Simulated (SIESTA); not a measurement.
InSb3:

```
Sb In
1.0
     4.80637    0.00000    0.00000
     0.00000    4.80637    0.00000
     0.00000    0.00000    4.80637
Sb In
3 1
Direct
  0.50000 0.50000 0.00000
  0.00000 0.50000 0.50000
  0.50000 0.00000 0.50000
  0.00000 0.00000 0.00000
```

The cell comes from a database or a generator and needn't be the stable form of this composition.

```yaml
Program: SIESTA 5.4.2
Task: single point
Functional: PBE
Potentials_or_basis: PseudoDojo 0.4 standard (PBE files)
Basis: DZP (energy shift 0.003 Ry; two zetas on semicore shells)
Grid_cutoff: 500 Ry
Energy_shift: 0.003 Ry
k_mesh: 6 × 6 × 6
Occupations: fermi-dirac, width 0.05 eV
Spin: no spin polarisation
```

On this cell: pressure 1.7 GPa; largest force zero by symmetry; band gap on the k mesh none (metal or under the smearing width).

The same run follows on a disturbed copy (atoms moved at random, drawn with an rms of 0.05 Å):

```xyz
4
Lattice="4.8064 0.0000 0.0000 0.0000 4.8064 0.0000 0.0000 0.0000 4.8064" Properties=species:S:1:pos:R:3 pbc="T T T"
Sb    2.4537    2.3488   -0.0301
Sb    0.0014    2.4438    2.4233
Sb    2.4078   -0.0062    2.4055
In   -0.0205   -0.0133    0.0197
```

Question: What does the disturbed cell give?

Answer: The energy (extrapolated to zero smearing) moves by +0.8 meV/atom; pressure 1.8 GPa; largest force 0.117 eV/Å; band gap on the k mesh none (metal or under the smearing width).

Forces on the atoms (eV/Å):
```
Sb  -0.088 -0.006  0.020
Sb   0.061 -0.010 -0.020
Sb  -0.090  0.005 -0.021
In   0.115  0.011  0.022
```

Caveats: the basis of atomic orbitals isn't converged, which shifts pressures, moduli and gaps.
